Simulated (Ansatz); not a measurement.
# CH₆GaNS: a ladder of functionals and wavefunction methods

An exercise on one series of results from a longer session: the logs are not shown, and one member is left open.

Method: functionals in def2-TZVPP, the program's frozen cores in correlated methods; program: Ansatz 0.2.0, Gaussian basis.

Levels to be run: LDA (SPW92), PBE-D4, revPBE-D4, BLYP-D4, r2SCAN-D4, B97M-V, PBE0-D4, B3LYP-D4, r2SCANh-D4, r2SCAN0-D4, HSE06-D4, BHLYP-D4, CAM-B3LYP-D4, LC-ωPBE, ωB97X-V, ωB97M-V, B2PLYP, PBE-QIDH; CCSD(T)/def2-SVP; CCSD(T)/def2-TZVPP; MP2/def2-QZVPP; extrapolation to the limit; RPA on PBE.

**The geometry**

All runs share one geometry, relaxed beforehand with PBE0-D4 in a triple-zeta def2 set.

SMILES `C[NH][GaH][SH]`, 10 atoms, charge 0, spin multiplicity 1.

Atoms are counted from 1 here; the program's logs count them from 0.

Bond lengths: C1–N2 1.444 Å, C1–H5 1.097 Å, C1–H6 1.097 Å, C1–H7 1.093 Å, N2–Ga3 1.811 Å, N2–H8 1.007 Å, Ga3–S4 2.206 Å, Ga3–H9 1.554 Å, S4–H10 1.343 Å. Angles: N2–C1–H5 112.4°, N2–C1–H6 112.3°, N2–C1–H7 109.9°, H5–C1–H6 107.8°, H5–C1–H7 107.1°, H6–C1–H7 107.1°, C1–N2–Ga3 126.6°, C1–N2–H8 113.5°, Ga3–N2–H8 120.0°, N2–Ga3–S4 118.0°, N2–Ga3–H9 121.1°, S4–Ga3–H9 120.8°, Ga3–S4–H10 94.6°.

The first run:

The input, in.yaml:

```yaml
crystal:
  periodic: [false, false, false]
  atoms:
    - {symbol: C, position_ang: [-0.649595, 1.282189, 0.785315]}
    - {symbol: N, position_ang: [0.084845, 0.431452, -0.121749]}
    - {symbol: Ga, position_ang: [0.140903, -1.378683, -0.097236]}
    - {symbol: S, position_ang: [1.359928, -2.398579, -1.626565]}
    - {symbol: H, position_ang: [-1.398341, 1.895136, 0.268618]}
    - {symbol: H, position_ang: [0.006971, 1.958495, 1.346343]}
    - {symbol: H, position_ang: [-1.183821, 0.672369, 1.517878]}
    - {symbol: H, position_ang: [0.600676, 0.941245, -0.820596]}
    - {symbol: H, position_ang: [-0.645049, -2.192200, 0.967712]}
    - {symbol: H, position_ang: [1.766484, -1.262423, -2.216716]}
basis:
  gaussian: {orbitals: def2-TZVPP}
hamiltonian: {xc: lda}
output: {orbitals: {seedname: orbitals}}
```

Steps of the session up to this table: LDA; PBE-D4 (GGA); revPBE-D4 (GGA); BLYP-D4 (GGA); r2SCAN-D4 (meta-GGA); B97M-V (meta-GGA); PBE0-D4 (hybrid); B3LYP-D4 (hybrid); r2SCANh-D4 (hybrid); r2SCAN0-D4 (hybrid); HSE06-D4 (hybrid); BHLYP-D4 (hybrid); CAM-B3LYP-D4 (range-separated); LC-ωPBE (range-separated); ωB97X-V (range-separated); ωB97M-V (range-separated); B2PLYP (double hybrid); PBE-QIDH (double hybrid).

One of the session's tables, all rows but one given; the rest of the session is left out.

It belongs to the step «Frontier levels by functional». 

| functional | HOMO (eV) | gap (eV) |
| --- | --- | --- |
| LDA (SPW92) | -5.61 | 4.14 |
| PBE-D4 | -5.46 | 4.24 |
| revPBE-D4 | -5.41 | 4.29 |
| BLYP-D4 | -5.34 | 4.19 |
| r2SCAN-D4 | -5.72 | 4.73 |
| B97M-V | -5.79 | 4.65 |
| PBE0-D4 | ? | ? |
| B3LYP-D4 | -6.51 | 5.79 |
| r2SCANh-D4 | -6.19 | 5.47 |
| r2SCAN0-D4 | -6.91 | 6.58 |
| HSE06-D4 | -6.33 | 5.49 |
| BHLYP-D4 | -7.91 | 8.17 |
| CAM-B3LYP-D4 | -8.09 | 8.51 |
| LC-ωPBE | -9.48 | 11.01 |
| ωB97X-V | -9.11 | 10.51 |
| ωB97M-V | -9.00 | 10.19 |

Estimate the missing values for PBE0-D4.

**Answer.** HOMO (eV): -6.73; gap (eV): 6.25. In the column «HOMO (eV)» it lies between r2SCAN0-D4 (-6.91) and B3LYP-D4 (-6.51).
